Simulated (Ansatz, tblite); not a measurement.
**GeHMe2Br (C2H7BrGe): removing an electron**

What does removing an electron cost or gain for GeHMe2Br (C2H7BrGe)? Each charged state is run at several levels.

Method: as each input shows; program: Ansatz 0.2.0, Gaussian basis.

The runs, in order: charge +1 doublet, at the geometry of the singlet (PBE0-D4/def2-TZVP, PBE-D4/def2-TZVP, r2SCAN-D4/def2-TZVP, CCSD(T)/def2-SVP); charge +1 doublet, relaxed (PBE0-D4/def2-TZVP, PBE-D4/def2-TZVP); the starting singlet's energies come from earlier runs.

## Step 1: The geometry

The geometry is that of the singlet, from an earlier relaxation (B3LYP-D4/def2-SVP).

11 atoms, charge 0, spin multiplicity 1.

Atoms are counted from 1 here; the program's logs count them from 0.

Bond lengths: Ge1–H2 1.544 Å, Ge1–C3 1.958 Å, Ge1–C7 1.958 Å, Ge1–Br11 2.352 Å, C3–H4 1.099 Å, C3–H5 1.102 Å, C3–H6 1.100 Å, C7–H8 1.099 Å, C7–H9 1.100 Å, C7–H10 1.102 Å. Angles: H2–Ge1–C3 111.8°, H2–Ge1–C7 111.9°, H2–Ge1–Br11 105.9°, C3–Ge1–C7 112.6°, C3–Ge1–Br11 107.1°, C7–Ge1–Br11 107.1°, Ge1–C3–H4 110.3°, Ge1–C3–H5 109.8°, Ge1–C3–H6 109.8°, H4–C3–H5 109.0°, H4–C3–H6 108.9°, H5–C3–H6 109.0°, Ge1–C7–H8 110.3°, Ge1–C7–H9 109.8°, Ge1–C7–H10 109.8°, H8–C7–H9 108.9°, H8–C7–H10 109.0°, H9–C7–H10 109.0°.

## Step 2: Charge +1 doublet at the fixed geometry, first pass, PBE0-D4/def2-SVP

File in.yaml:

```yaml
crystal:
  periodic: [false, false, false]
  atoms:
    - {symbol: Ge, position_ang: [-0.253830, -0.432171, 0.490688]}
    - {symbol: H, position_ang: [-0.307492, -0.528832, 2.030659]}
    - {symbol: C, position_ang: [1.582606, -0.521968, -0.181242]}
    - {symbol: H, position_ang: [2.067026, -1.450037, 0.154264]}
    - {symbol: H, position_ang: [2.159673, 0.338502, 0.193272]}
    - {symbol: H, position_ang: [1.579345, -0.499856, -1.280820]}
    - {symbol: C, position_ang: [-1.224265, 1.131512, -0.176395]}
    - {symbol: H, position_ang: [-2.265263, 1.114597, 0.176583]}
    - {symbol: H, position_ang: [-1.221629, 1.130930, -1.276194]}
    - {symbol: H, position_ang: [-0.739458, 2.053169, 0.183074]}
    - {symbol: Br, position_ang: [-1.376723, -2.335854, -0.313888]}
basis:
  gaussian: {orbitals: def2-SVP}
total_charge: 1
magnetization: {spin_polarized: true, initial_magnetization: 1}
hamiltonian: {xc: pbe0, dispersion: d4}
output: {orbitals: {seedname: orbitals}}
```

Started as:

```sh
$ ansatz run in.yaml --threads 4 --pin off --events-out ev --progress --plain --max-ram 3916MiB
```

The log of the run (excerpt; [...] marks lines left out):

```text
Functional definition: PBE0
  name "PBE0"
  cite "Adamo & Barone, J. Chem. Phys. 110, 6158 (1999) doi:10.1063/1.478522"
  cite "Perdew, Burke & Ernzerhof, Phys. Rev. Lett. 77, 3865 (1996) doi:10.1103/PhysRevLett.77.3865"
  parent pbe
[...]
1278 factors; integrals over basis functions are off by at most 1.4e-3 eV
[...]
mean field -128709.53479660 eV, -4729.9881613190 hartree, gradient 4.2e-6 eV, S^2 0.755074; 5 other end points of the search recorded, 0 dependent functions left out
reference -128709.53482357 eV, -4729.9881623100 hartree; 43, 42 occupied and 84, 85 virtual orbitals, 1278 factors
Total energy: -128709.71284212 eV, -4729.9947043711 hartree
```

It took 11 s on 4 threads of Arm Neoverse V2, shared host.

From the report: HOMO -13.85 eV, LUMO -12.01 eV (over both spins); ⟨S²⟩ 0.755 (pure: 0.75).

## Step 3: Charge +1 doublet at the fixed geometry, PBE0-D4/def2-TZVP

start.molden holds the orbitals of an earlier run on this state, given as this run's starting guess.

in.yaml, as its differences from that of step 2:

```diff
@@ -15,3 +15,3 @@
 basis:
-  gaussian: {orbitals: def2-SVP}
+  gaussian: {orbitals: def2-TZVP, initial_orbitals: start.molden}
 total_charge: 1
@@ -19,2 +19,3 @@
 hamiltonian: {xc: pbe0, dispersion: d4}
+scf: {omitted_lower_state_checks: [starts]}
 output: {orbitals: {seedname: orbitals}}
```

Same command.

The log of the run (excerpt; [...] marks lines left out):

```text
Functional definition: PBE0
  name "PBE0"
  cite "Adamo & Barone, J. Chem. Phys. 110, 6158 (1999) doi:10.1063/1.478522"
  cite "Perdew, Burke & Ernzerhof, Phys. Rev. Lett. 77, 3865 (1996) doi:10.1103/PhysRevLett.77.3865"
  parent pbe
[...]
1482 factors; their error is unknown
[...]
mean field -128727.54740904 eV, -4730.6501126165 hartree, gradient 9.1e-6 eV, S^2 0.756122; 0 other end points of the search recorded, 0 dependent functions left out
reference -128727.54743933 eV, -4730.6501137298 hartree; 43, 42 occupied and 157, 158 virtual orbitals, 1482 factors
Total energy: -128727.72545788 eV, -4730.6566557910 hartree
Checks for a lower state left out: starts
```

It took 12 s on 4 threads of Arm Neoverse V2, shared host; peak memory 1.3 GiB.

From the report: HOMO -13.81 eV, LUMO -11.91 eV (over both spins); ⟨S²⟩ 0.756 (pure: 0.75).

## Step 4: Charge +1 doublet at the fixed geometry, PBE-D4/def2-TZVP

in.yaml, as its differences from that of step 3:

```diff
@@ -18,3 +18,3 @@
 magnetization: {spin_polarized: true, initial_magnetization: 1}
-hamiltonian: {xc: pbe0, dispersion: d4}
+hamiltonian: {xc: pbe, dispersion: d4}
 scf: {omitted_lower_state_checks: [starts]}
```

Same command.

The log of the run (excerpt; [...] marks lines left out):

```text
Functional definition: PBE
  name "PBE"
  cite "Perdew, Burke & Ernzerhof, Phys. Rev. Lett. 77, 3865 (1996) doi:10.1103/PhysRevLett.77.3865"
  parent pbe
[...]
1402 factors; their error is unknown
[...]
mean field -128723.40537276 eV, -4730.4978955909 hartree, gradient 2.5e-6 eV, S^2 0.752333; 0 other end points of the search recorded, 0 dependent functions left out
reference -128723.40541304 eV, -4730.4978970712 hartree; 43, 42 occupied and 157, 158 virtual orbitals, 1402 factors
Total energy: -128723.61318137 eV, -4730.5055324167 hartree
Checks for a lower state left out: starts
```

Run time: 7 s. Hardware: 4 threads of Arm Neoverse V2, shared host; peak memory 0.58 GiB.

Report: HOMO -12.50 eV, LUMO -12.45 eV (over both spins); ⟨S²⟩ 0.752 (pure: 0.75).

## Step 5: Charge +1 doublet at the fixed geometry, r2SCAN-D4/def2-TZVP

in.yaml, as its differences from that of step 4:

```diff
@@ -18,3 +18,3 @@
 magnetization: {spin_polarized: true, initial_magnetization: 1}
-hamiltonian: {xc: pbe, dispersion: d4}
+hamiltonian: {xc: r2scan, dispersion: d4}
 scf: {omitted_lower_state_checks: [starts]}
```

Same command.

The log of the run (excerpt; [...] marks lines left out):

```text
Functional definition: r2SCAN
  name "r2SCAN"
  cite "Furness, Kaplan, Ning, Perdew & Sun, J. Phys. Chem. Lett. 11, 8208 (2020) doi:10.1021/acs.jpclett.0c02405"
  cite "Furness, Kaplan, Ning, Perdew & Sun, J. Phys. Chem. Lett. 11, 9248 (2020) doi:10.1021/acs.jpclett.0c03077"
  parent r2scan
[...]
1402 factors; their error is unknown
[...]
mean field -128743.60300804 eV, -4731.2401449971 hartree, gradient 5.7e-6 eV, S^2 0.755110; 0 other end points of the search recorded, 0 dependent functions left out
reference -128743.60302230 eV, -4731.2401455212 hartree; 43, 42 occupied and 157, 158 virtual orbitals, 1402 factors
Total energy: -128743.65340006 eV, -4731.2419968698 hartree
Checks for a lower state left out: starts
```

Run time: 16 s. Hardware: 4 threads of Arm Neoverse V2, shared host; peak memory 0.65 GiB.

Report: HOMO -12.81 eV, LUMO -12.51 eV (over both spins); ⟨S²⟩ 0.755 (pure: 0.75).

## Step 6: Charge +1 doublet at the fixed geometry, CCSD(T)/def2-SVP

in.yaml, as its differences from that of step 5:

```diff
@@ -15,7 +15,7 @@
 basis:
-  gaussian: {orbitals: def2-TZVP, initial_orbitals: start.molden}
+  gaussian: {orbitals: def2-SVP, initial_orbitals: start.molden}
 total_charge: 1
 magnetization: {spin_polarized: true, initial_magnetization: 1}
-hamiltonian: {xc: r2scan, dispersion: d4}
-scf: {omitted_lower_state_checks: [starts]}
+correlation: {method: ccsd_t}
+scf: {omitted_lower_state_checks: [starts, cluster_reference]}
 output: {orbitals: {seedname: orbitals}}
```

Launched as before.

The log of the run (excerpt; [...] marks lines left out):

```text
Functional definition: HF
  name "HF"
  cite "Fock, Z. Phys. 61, 126 (1930) doi:10.1007/BF01340294"
  parent pbe
[...]
1278 factors; integrals over basis functions are off by at most 1.4e-3 eV
[...]
mean field -128619.41399671 eV, -4726.6762830091 hartree, gradient 2.5e-6 eV, S^2 0.758340; 0 other end points of the search recorded, 0 dependent functions left out
[...]
reference -128619.41399671 eV, -4726.6762830091 hartree; 23, 22 occupied and 84, 85 virtual orbitals, 1278 factors
second order -19.79663619 eV of doubles, -0.00000000 eV of singles
cycle   1  -20.23564492 eV  change   -4.4e-1 eV  update   1.0e-1
[...]
cycle  12  -20.92360543 eV  change   -7.7e-6 eV  update   2.3e-5
perturbative correction -0.59027578 eV, -0.0216922347 hartree
Total energy: -128640.92787792 eV, -4727.4669035607 hartree
Checks for a lower state left out: starts, cluster_reference
```

Wall time 55 s (4 threads of Arm Neoverse V2, shared host); peak memory 1.9 GiB.

Report: Hartree-Fock HOMO -16.67 eV, LUMO -8.12 eV (over both spins); ⟨S²⟩ 0.758 (pure: 0.75); T1 0.023.

## Step 7: Vertical ionisation energy

Charged state less starting state, singlet to doublet; the starting state's energies are those of its earlier runs.

Differences are taken before rounding.

```
             method  vertical ionisation energy (eV)  from CCSD(T)/def2-SVP (eV)   time
        HF/def2-SVP                             9.40                       -0.52       
   PBE-D4/def2-TZVP                             9.62                       -0.30  8.8 s
r2SCAN-D4/def2-TZVP                             9.80                       -0.12   20 s
  PBE0-D4/def2-TZVP                             9.94                       +0.02   15 s
       MP2/def2-SVP                            10.13                       +0.20       
      CCSD/def2-SVP                             9.94                       +0.02       
   CCSD(T)/def2-SVP                             9.92                           0   67 s
```

Times add the two runs; a level without a time comes out of a correlated run.

Beside −ε(HOMO) of the starting state:

```
              level  −ε(HOMO) (eV)  by difference (eV)  mismatch (eV)
   PBE-D4/def2-TZVP           6.61                9.62          -3.01
r2SCAN-D4/def2-TZVP           6.93                9.80          -2.88
  PBE0-D4/def2-TZVP           7.87                9.94          -2.08
```

[end of part 1 of 2]
